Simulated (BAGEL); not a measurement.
# CH4F2OSi (SMILES C[Si](O)(F)F): HF/STO-3G (density fitting with qzvpp-jkfit)

Aim: the vertical singlet–triplet gap of CH4F2OSi at HF/STO-3G (density fitting with qzvpp-jkfit), from 2 runs. 

The calculation is run with BAGEL 1.2.2.

**1. The system as given**

CH4F2OSi has 9 atoms, charge 0, and is taken as a singlet. SMILES: `C[Si](O)(F)F`. The shape is that of a PBE0-D4/def2-TZVP optimisation. This is one conformer, not always the lowest.

Bond lengths: C1–Si2 1.831 Å, Si2–O3 1.621 Å, Si2–F4 1.590 Å, Si2–F5 1.590 Å, C1–H6 1.092 Å, C1–H7 1.092 Å, C1–H8 1.092 Å, O3–H9 0.958 Å. Some angles: C1–Si2–O3 109.9°, C1–Si2–F4 111.2°, C1–Si2–F5 111.2°, O3–Si2–F4 110.0°, O3–Si2–F5 110.0°, F4–Si2–F5 104.6°, Si2–C1–H6 110.5°, Si2–C1–H7 110.5°, Si2–C1–H8 110.6°, Si2–O3–H9 119.7°.

**2. The energy at HF/STO-3G (density fitting with qzvpp-jkfit)**

File calc.json:

```json
{ "bagel" : [

{
  "title" : "molecule",
  "basis" : "sto-3g",
  "df_basis" : "qzvpp-jkfit",
  "angstrom" : true,
  "geometry" : [
    { "atom" : "C", "xyz" : [   -1.189400,    0.338900,   -0.162200 ] },
    { "atom" : "Si", "xyz" : [    0.580100,   -0.130700,   -0.192500 ] },
    { "atom" : "O", "xyz" : [    1.083400,   -0.479900,    1.308000 ] },
    { "atom" : "F", "xyz" : [    0.827400,   -1.374000,   -1.151900 ] },
    { "atom" : "F", "xyz" : [    1.471900,    1.032700,   -0.807900 ] },
    { "atom" : "H", "xyz" : [   -1.795500,   -0.480100,    0.229600 ] },
    { "atom" : "H", "xyz" : [   -1.342100,    1.213300,    0.473300 ] },
    { "atom" : "H", "xyz" : [   -1.540100,    0.577500,   -1.168100 ] },
    { "atom" : "H", "xyz" : [    1.992700,   -0.743900,    1.454700 ] }
  ]
},
{ "title" : "hf" },
{ "title" : "print", "file" : "orbitals.molden", "orbitals" : true }

]}
```

Started as:

```
$ BAGEL_NUM_THREADS=1 BAGEL calc.json > calc.out
```

Output:

```text
* using 1 threads per process

  ===============================================================
  ===============================================================

  *** Geometry ***

  { "atom" : "C", "xyz" : [     -2.247640,      0.640428,     -0.306514 ] },
  { "atom" : "Si", "xyz" : [      1.096230,     -0.246987,     -0.363772 ] },
  { "atom" : "O", "xyz" : [      2.047329,     -0.906880,      2.471762 ] },
  { "atom" : "F", "xyz" : [      1.563559,     -2.596484,     -2.176776 ] },
  { "atom" : "F", "xyz" : [      2.781488,      1.951520,     -1.526710 ] },
  { "atom" : "H", "xyz" : [     -3.393003,     -0.907258,      0.433881 ] },
  { "atom" : "H", "xyz" : [     -2.536201,      2.292805,      0.894407 ] },
  { "atom" : "H", "xyz" : [     -2.910367,      1.091317,     -2.207389 ] },
  { "atom" : "H", "xyz" : [      3.765657,     -1.405767,      2.748985 ] },

  Number of auxiliary basis functions:      506

  Since a DF basis is specified, we compute 2- and 3-index integrals:
    o Being stored without compression. Storage requirement is 0.004 GB

  Number of basis functions:       33
  Number of electrons      :       50

    * METHOD: MOLECULE                             0.16

  *** RHF ***

  === Nuclear Repulsion ===
   263.4891565526

      * DIIS with orbital gradients will be used.

  === RHF iteration (sto-3g) ===
      0       -595.22515678          0.01631267           0.02
      1       -595.33532241          0.00305664           0.02
      2       -595.33938659          0.00082218           0.02
      3       -595.33985288          0.00018242           0.02
      4       -595.33987672          0.00004046           0.02
      5       -595.33987802          0.00000544           0.02
      6       -595.33987804          0.00000111           0.02
      7       -595.33987804          0.00000040           0.02
      8       -595.33987804          0.00000011           0.02
      9       -595.33987804          0.00000002           0.02
     10       -595.33987804          0.00000001           0.02
    * SCF iteration converged.

    * Permanent dipole moment:
           (    0.036514,     0.007332,    -0.120466) a.u.

    * METHOD: HF                                   0.30

    * METHOD: PRINT                                0.00

  ===============================================================
```

It took 0.58 s on 1 thread of Arm Neoverse V2, shared host.

**3. The triplet at the same level**

File job.json:

```json
{ "bagel" : [

{
  "title" : "molecule",
  "basis" : "sto-3g",
  "df_basis" : "qzvpp-jkfit",
  "angstrom" : true,
  "geometry" : [
    { "atom" : "C", "xyz" : [      -1.189400,       0.338900,      -0.162200 ] },
    { "atom" : "Si", "xyz" : [       0.580100,      -0.130700,      -0.192500 ] },
    { "atom" : "O", "xyz" : [       1.083400,      -0.479900,       1.308000 ] },
    { "atom" : "F", "xyz" : [       0.827400,      -1.374000,      -1.151900 ] },
    { "atom" : "F", "xyz" : [       1.471900,       1.032700,      -0.807900 ] },
    { "atom" : "H", "xyz" : [      -1.795500,      -0.480100,       0.229600 ] },
    { "atom" : "H", "xyz" : [      -1.342100,       1.213300,       0.473300 ] },
    { "atom" : "H", "xyz" : [      -1.540100,       0.577500,      -1.168100 ] },
    { "atom" : "H", "xyz" : [       1.992700,      -0.743900,       1.454700 ] }
  ]
},

{
  "title" : "uhf",
  "nopen" : 2
},

{
  "title" : "print",
  "file" : "orbitals.molden",
  "orbitals" : true
}

]}
```

Started as:

```
$ BAGEL_NUM_THREADS=1 BAGEL job.json > job.out
```

Output:

```text
* using 1 threads per process

  ===============================================================
  ===============================================================

  *** Geometry ***

  { "atom" : "C", "xyz" : [     -2.247640,      0.640428,     -0.306514 ] },
  { "atom" : "Si", "xyz" : [      1.096230,     -0.246987,     -0.363772 ] },
  { "atom" : "O", "xyz" : [      2.047329,     -0.906880,      2.471762 ] },
  { "atom" : "F", "xyz" : [      1.563559,     -2.596484,     -2.176776 ] },
  { "atom" : "F", "xyz" : [      2.781488,      1.951520,     -1.526710 ] },
  { "atom" : "H", "xyz" : [     -3.393003,     -0.907258,      0.433881 ] },
  { "atom" : "H", "xyz" : [     -2.536201,      2.292805,      0.894407 ] },
  { "atom" : "H", "xyz" : [     -2.910367,      1.091317,     -2.207389 ] },
  { "atom" : "H", "xyz" : [      3.765657,     -1.405767,      2.748985 ] },

  Number of auxiliary basis functions:      506

  Since a DF basis is specified, we compute 2- and 3-index integrals:
    o Being stored without compression. Storage requirement is 0.004 GB

  Number of basis functions:       33
  Number of electrons      :       50

    * METHOD: MOLECULE                             0.16

  *** Open-shell HF ***

  === Nuclear Repulsion ===
   263.4891565526

      * DIIS with orbital gradients will be used.

  === UHF iteration (sto-3g) ===
      0       -594.66940214          0.03539708           0.04
      1       -594.82921316          0.01567514           0.04
      2       -594.85348225          0.00462499           0.04
      3       -594.85931764          0.00213768           0.04
      4       -594.86342454          0.00122944           0.04
      5       -594.86502712          0.00096542           0.04
      6       -594.86679410          0.00060951           0.04
      7       -594.86726344          0.00039123           0.04
      8       -594.86747949          0.00017938           0.04
      9       -594.86752847          0.00012326           0.04
     10       -594.86756190          0.00008070           0.04
     11       -594.86757960          0.00004988           0.04
     12       -594.86758821          0.00002224           0.04
     13       -594.86758981          0.00000816           0.04
     14       -594.86758991          0.00000379           0.04
     15       -594.86758994          0.00000207           0.04
     16       -594.86758995          0.00000126           0.04
     17       -594.86758996          0.00000077           0.04
     18       -594.86758996          0.00000061           0.04
     19       -594.86758996          0.00000044           0.04
     20       -594.86758996          0.00000030           0.04
     21       -594.86758996          0.00000021           0.04
     22       -594.86758996          0.00000018           0.04
     23       -594.86758996          0.00000015           0.04
     24       -594.86758996          0.00000012           0.04
     25       -594.86758996          0.00000007           0.04
     26       -594.86758996          0.00000005           0.04
     27       -594.86758996          0.00000003           0.04
     28       -594.86758996          0.00000001           0.04
     29       -594.86758996          0.00000001           0.04
    * SCF iteration converged.

    * S^2 (UHF) is 2.0241

    * Permanent dipole moment:
           (    0.529672,    -0.157588,     0.108281) a.u.

    * METHOD: UHF                                  1.30

    * METHOD: PRINT                                0.00

  ===============================================================
```

Run time: 1.6 s. Hardware: 1 thread of Arm Neoverse V2, shared host.

**4. Summary of results**

At HF/STO-3G (density fitting with qzvpp-jkfit):

| quantity | value |
| --- | --- |
| singlet: total energy | -595.33988 Eh |
| singlet: dipole moment | 0.32 D |
| singlet: HOMO energy | -10.22 eV |
| singlet: LUMO energy | 12.80 eV |
| singlet: HOMO–LUMO gap | 23.02 eV |
| triplet: total energy | -594.86759 Eh |
| triplet: dipole moment | 1.43 D |
| triplet: ⟨S²⟩ | 2.024 |
| vertical energy of the triplet above the singlet | 12.852 eV |

What this shows: At this shape the triplet lies 12.85 eV (1240 kJ/mol) above the singlet. In a minimal basis such a difference can be off by several eV, whatever the method.
